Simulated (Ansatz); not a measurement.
# BCl₂H₂InO: basis-set convergence

One table from this session's results is given with a row withheld; the runs are named, their logs left out.

Computed with Ansatz 0.2.0, Gaussian basis. Level: one geometry, several basis sets.

The runs, in order: PBE0-D4/def2-SVP; ωB97M-V/def2-SVP; PBE0-D4/def2-QZVPP; ωB97M-V/def2-QZVPP; the functionals' def2-TZVPP values are taken from earlier runs.

**Structure used throughout**

The geometry comes from an earlier relaxation with PBE0-D4 in a triple-zeta def2 set; it is a stationary point, not always the lowest conformer. In takes the def2 core potential; no spin-orbit term is included.

SMILES `[OH][InH][B](Cl)Cl`, 7 atoms, charge 0, spin multiplicity 1.

Atoms are counted from 1 here; the program's logs count them from 0.

Bond lengths: O1–In2 1.995 Å, O1–H6 0.959 Å, In2–B3 2.260 Å, In2–H7 1.709 Å, B3–Cl4 1.746 Å, B3–Cl5 1.746 Å. Angles: In2–O1–H6 113.8°, O1–In2–B3 115.5°, O1–In2–H7 109.7°, B3–In2–H7 134.8°, In2–B3–Cl4 121.1°, In2–B3–Cl5 121.1°, Cl4–B3–Cl5 117.7°.

As a file:

```xyz
7
charge 0, multiplicity 1
O    -0.7225   -1.4865   -1.4907
In   -0.8766    0.1975   -0.4321
B     0.8447    0.6278    0.9677
Cl    0.8558    0.0107    2.6015
Cl    2.2181    1.5722    0.4460
H     0.0792   -1.9833   -1.3147
H    -2.3377    0.9938   -0.8234
```

Set-up of the first run:

in.yaml reads:

```yaml
crystal:
  periodic: [false, false, false]
  atoms:
    - {symbol: O, position_ang: [-0.722465, -1.486545, -1.490657]}
    - {symbol: In, position_ang: [-0.876553, 0.197525, -0.432115]}
    - {symbol: B, position_ang: [0.844742, 0.627750, 0.967708]}
    - {symbol: Cl, position_ang: [0.855847, 0.010682, 2.601490]}
    - {symbol: Cl, position_ang: [2.218096, 1.572170, 0.445987]}
    - {symbol: H, position_ang: [0.079206, -1.983323, -1.314747]}
    - {symbol: H, position_ang: [-2.337673, 0.993842, -0.823366]}
basis:
  gaussian: {orbitals: def2-SVP}
hamiltonian: {xc: pbe0, dispersion: d4}
output: {orbitals: {seedname: orbitals}}
```

Among the steps run: PBE0-D4 in def2-SVP; ωB97M-V in def2-SVP; PBE0-D4 in def2-QZVPP; ωB97M-V in def2-QZVPP.

One table of the session follows, with a row left open; its other results are not shown here.

It belongs to the step «Density functionals: the series». 

| functional | basis | HOMO (eV) | LUMO (eV) |
| --- | --- | --- | --- |
| PBE0-D4 | def2-SVP | ? | ? |
| PBE0-D4 | def2-TZVPP | -7.55 | -2.27 |
| PBE0-D4 | def2-QZVPP | -7.59 | -2.33 |
| ωB97M-V | def2-SVP | -9.45 | -0.01 |
| ωB97M-V | def2-TZVPP | -9.64 | -0.27 |
| ωB97M-V | def2-QZVPP | -9.69 | -0.35 |

**Question.** Estimate the row for PBE0-D4, def2-SVP.

As computed: HOMO (eV): -7.40; LUMO (eV): -2.06. In the column «HOMO (eV)» it is the highest.
